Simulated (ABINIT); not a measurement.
## Ga3Se in ABINIT: the effect of functional

The system is Ga3Se.

```
CELL_PARAMETERS angstrom
4.43246 0.00000 0.00000
0.00000 4.43246 0.00000
0.00000 0.00000 4.43246
ATOMIC_POSITIONS crystal
Se 0.00000 0.00000 0.00000
Ga 0.50000 0.50000 0.00000
Ga 0.50000 0.00000 0.50000
Ga 0.00000 0.50000 0.50000
```

The cell comes from a database or a generator and needn't be the stable form of this composition.

Alike in all runs:

| Property | Result |
| --- | --- |
| Program | ABINIT 10.8.3 (patched build) |
| Task | band structure |
| k mesh | 6 × 6 × 6 |
| Occupations | fermi-dirac, width 0.05 eV |
| Spin | no spin polarisation |

| functional | potentials or basis | cutoff | pressure (GPa) |
| --- | --- | --- | --- |
| PBEsol | PseudoDojo NC SR PBEsol v0.4.1 standard | 1170 eV | ? |
| LDA | JTH PAW LDA v2.0 | 463 eV | -5.1 |
| r2SCAN | JTH PAW PBE v2.0 | 544 eV | -1.6 |

Task: What does the run with functional PBEsol give?

Result: Pressure -3.6 GPa.

Caveats: the PAW data sets were made with another functional, which shifts forces and pressure a little (some runs).

The runs don't all hold the same shells in valence.

Runs at the PBE level aren't shown here.
